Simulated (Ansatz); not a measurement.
Working through the interaction energy of a dimer with the counterpoise correction of BClH4Si, SMILES [SiH3]BCl

With Ansatz 0.2.0, Python API.

The cells in order, each with its output:

```python
import ansatz as az
```

```python
FIRST = [
    ("Si", (-0.6132, 0.4766, -0.2724)),
    ("B", (0.8607, -0.5712, 0.5298)),
    ("Cl", (1.5559, -1.8603, -0.3251)),
    ("H", (-1.7986, -0.3457, -0.5523)),
    ("H", (-0.2382, 1.0891, -1.5541)),
    ("H", (-1.0813, 1.578, 0.577)),
    ("H", (1.3146, -0.3666, 1.5971)),
]
SECOND = [
    ("Si", (2.19, 2.0047, -1.6119)),
    ("B", (3.0329, 3.7752, -1.8737)),
    ("Cl", (3.7839, 4.1542, -3.3463)),
    ("H", (3.1542, 0.9016, -1.7269)),
    ("H", (1.1419, 1.7261, -2.6031)),
    ("H", (1.5535, 1.8452, -0.2993)),
    ("H", (3.0587, 4.6239, -1.0576)),
]
```

```python
def energy(atoms, ghosts=()):
    molecule = az.Crystal.molecule()
    for symbol, xyz in atoms:
        molecule = molecule.atom(symbol, xyz)
    calc = (
        molecule.calculation()
        .basis(gaussian="cc-pVDZ")
        .functional("pbe0")
    )
    deck = calc.input()
    if ghosts:
        deck = deck.set(az.key.basis.gaussian.ghost_atoms, [{"symbol": s, "position_ang": list(xyz)} for s, xyz in ghosts])
    return az.Session.from_dict(deck).plan().execute().report["free_energy_ev"]

# monomers in their own basis and in the basis of the dimer
both = energy(FIRST + SECOND)
alone = energy(FIRST) + energy(SECOND)
ghosted = energy(FIRST, SECOND) + energy(SECOND, FIRST)
print(f"dimer {both:.6f} eV")
print(f"interaction, uncorrected   {(both - alone):8.3f} eV")
print(f"interaction, counterpoise  {(both - ghosted):8.3f} eV")
print(f"basis-set superposition    {(alone - ghosted):8.3f} eV")
```

    dimer -42266.380406 eV
    interaction, uncorrected      0.300 eV
    interaction, counterpoise     0.317 eV
    basis-set superposition       0.017 eV

Uncorrected it is 0.300 eV, with the counterpoise correction 0.317 eV; the difference, 0.02 eV, is the superposition error. In this basis both values are repulsive.

Reading the output:
- Total energies depend on the basis set; only differences at equal settings carry meaning.
- The dimer is a generated trial pose of unrelaxed monomers, not a minimum, so the figure is no binding energy, and the basis set is small.
- This level lacks the dispersion part of the attraction (electrostatics and induction are there), which can decide the sign where the interaction is weak.
- Finished in 22 s on 1 thread of Arm Neoverse V1, with other jobs on the host, peak memory 0.41 GiB.

(Lines on the test bed's own set-up are left out of the output.)
